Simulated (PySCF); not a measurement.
# WH₃: relaxation and vibrations of the quartet

Where does quartet WH₃ go from a trigonal planar start, is the end point a minimum, and what are its modes, charges and moments?

Method: PBE0, basis W def2-TZVP with ECP60, H def2-TZVP, scalar-relativistic core potentials, no spin–orbit coupling, density fitting; program: PySCF 2.14.0.

**1. The starting structure**

4 atoms, charge 0, spin multiplicity 4.

Bond lengths: W1–H2 1.690 Å, W1–H3 1.690 Å, W1–H4 1.690 Å. Angles: H2–W1–H3 120.0°, H2–W1–H4 120.0°, H3–W1–H4 120.0°.

```xyz
4
charge 0 multiplicity 4
W     0.0000    0.0000    0.0000
H     1.6900    0.0000    0.0000
H    -0.8450    1.4636    0.0000
H    -0.8450   -1.4636    0.0000
```

**2. Relaxing the quartet from the trigonal planar start**

One driver script runs all steps and calls PySCF; scf.py shows how it sets up the SCF of each step. The optimiser is the driver's own. Before each start the driver seeks the lowest SCF state from one or more starting densities and follows internal instabilities, so scf.py alone need not reach the same state.

The program finds D3h symmetry in the start, which this walk keeps.

Input file scf.py:

```python
from pyscf import gto, scf, dft
mol = gto.M(atom='''
W     -0.000000     0.000000    -0.000000
H      1.690010    -0.000009    -0.000000
H     -0.844998     1.463596    -0.000000
H     -0.845012    -1.463587     0.000000''',
    basis={'W': 'def2-TZVP', 'H': 'def2-TZVP'},
    ecp={'W': 'def2-TZVP'},
    charge=0, spin=3)
mf = dft.UKS(mol, xc='PBE0')
mf.grids.atom_grid = (50, 194)
aux = {'W': 'def2-universal-JKFIT', 'H': 'def2-universal-JKFIT'}
mf = mf.density_fit(auxbasis=aux)
mf.kernel()
```

Further steps of the session: Is it a minimum? Harmonic modes; Following the imaginary mode; Is it a minimum? Harmonic modes.

Q: Predict the outcome of this session. Wanted: minimum; geometry; wavenumbers; dipole moment; highest occupied, lowest empty level; polar-tensor charge of W1; zero-point energy; atomisation energy; ⟨S²⟩.

As calculated:

| quantity | value |
| --- | --- |
| minimum | quartet, C3v |
| geometry | W–H 1.710 Å (×3); H–W–H 112.3° (×3) |
| wavenumbers (cm⁻¹) | 411 (a1), 710 (e), 1955 (e), 1978 (a1) |
| dipole moment | 1.65 D |
| highest occupied, lowest empty level (either spin) | -6.47, -2.01 eV |
| polar-tensor charge of W1 | +0.84 e |
| zero-point energy | 46.2 kJ/mol |
| entropy at 298.15 K | 253.0 J/(mol K) |
| atomisation energy (no zero-point energy) | 880 kJ/mol |
| ⟨S²⟩ | 3.780 |

The trigonal planar start (D3h) ends in a minimum of C3v symmetry, after a stop at a saddle point 7.2 kJ/mol higher, from which it was pushed off along an imaginary mode. The strongest infrared band lies at 1955 cm⁻¹ (e, stretch). Most of the spin sits on W1 (Mulliken spin 3.35, against 3 for the whole molecule). Only this shape and spin were tried, so other structures or states may lie lower. Open d and f shells are described by one determinant, and the ground state may have another occupation or spin. With an element this heavy the missing spin–orbit coupling can shift these numbers.
